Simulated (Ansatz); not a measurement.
# Si3BH8 radical: basis-set convergence

The task here is to estimate one member of a computed series from the others.

Program: Ansatz 0.2.0, Gaussian basis. Level of theory: one geometry, several basis sets. These are calculated values, not measurements.

Levels to be run: PBE0-D4/def2-SVP; ωB97M-V/def2-SVP; PBE0-D4/def2-QZVPP; ωB97M-V/def2-QZVPP; CCSD(T)/cc-pV(D+d)Z; CCSD(T)/cc-pV(T+d)Z; MP2/cc-pV(Q+d)Z; the functionals' def2-TZVPP values are taken from earlier runs.

## Structure used throughout

An earlier PBE0-D4 in a triple-zeta def2 set relaxation fixed the geometry.

12 atoms, charge 0, spin multiplicity 2.

Atoms are counted from 1 here; the program's logs count them from 0.

Bond lengths: Si1–B2 1.904 Å, Si1–H5 1.486 Å, Si1–H6 1.486 Å, B2–Si3 1.997 Å, B2–Si4 1.997 Å, Si3–H7 1.492 Å, Si3–H8 1.492 Å, Si3–H9 1.491 Å, Si4–H10 1.492 Å, Si4–H11 1.491 Å, Si4–H12 1.492 Å. Angles: B2–Si1–H5 125.1°, B2–Si1–H6 125.1°, H5–Si1–H6 109.8°, Si1–B2–Si3 119.5°, Si1–B2–Si4 119.5°, Si3–B2–Si4 120.9°, B2–Si3–H7 110.6°, B2–Si3–H8 109.6°, B2–Si3–H9 113.9°, H7–Si3–H8 107.3°, H7–Si3–H9 107.6°, H8–Si3–H9 107.5°, B2–Si4–H10 109.6°, B2–Si4–H11 113.9°, B2–Si4–H12 110.6°, H10–Si4–H11 107.5°, H10–Si4–H12 107.3°, H11–Si4–H12 107.6°.

Set-up of the first run:

The input, in.yaml:

```yaml
crystal:
  periodic: [false, false, false]
  atoms:
    - {symbol: Si, position_ang: [-1.451297, 1.450238, -0.334508]}
    - {symbol: B, position_ang: [-0.120933, 0.123001, -0.026607]}
    - {symbol: Si, position_ang: [0.219127, -0.516845, 1.834348]}
    - {symbol: Si, position_ang: [0.914120, -0.609750, -1.569334]}
    - {symbol: H, position_ang: [-1.821969, 1.995000, -1.666304]}
    - {symbol: H, position_ang: [-2.274730, 2.095126, 0.720911]}
    - {symbol: H, position_ang: [1.662321, -0.372722, 2.183140]}
    - {symbol: H, position_ang: [-0.119822, -1.966677, 1.935409]}
    - {symbol: H, position_ang: [-0.571046, 0.202897, 2.874090]}
    - {symbol: H, position_ang: [2.357654, -0.265210, -1.413797]}
    - {symbol: H, position_ang: [0.469157, -0.092527, -2.895111]}
    - {symbol: H, position_ang: [0.814318, -2.097530, -1.608238]}
basis:
  gaussian: {orbitals: def2-SVP}
magnetization: {spin_polarized: true, initial_magnetization: 1}
hamiltonian: {xc: pbe0, dispersion: d4}
output: {orbitals: {seedname: orbitals}}
```

Started as:

```sh
$ ansatz run in.yaml --threads 2 --pin off --events-out ev --progress --plain --max-ram 32768MiB --backend cpu
```

Steps of the session up to this table: PBE0-D4 in def2-SVP; ωB97M-V in def2-SVP; PBE0-D4 in def2-QZVPP; ωB97M-V in def2-QZVPP.

One of the session's tables, all rows but one given; the rest of the session is left out.

It belongs to the step «Density functionals: the series». 

| functional | basis | HOMO (eV) | LUMO (eV) |
| --- | --- | --- | --- |
| PBE0-D4 | def2-SVP | ? | ? |
| PBE0-D4 | def2-TZVPP | -6.86 | -3.92 |
| PBE0-D4 | def2-QZVPP | -6.86 | -3.92 |
| ωB97M-V | def2-SVP | -8.54 | -2.17 |
| ωB97M-V | def2-TZVPP | -8.57 | -2.24 |
| ωB97M-V | def2-QZVPP | -8.57 | -2.26 |

**Question.** Estimate the row for PBE0-D4, def2-SVP.

As computed: HOMO (eV): -6.86; LUMO (eV): -3.95.
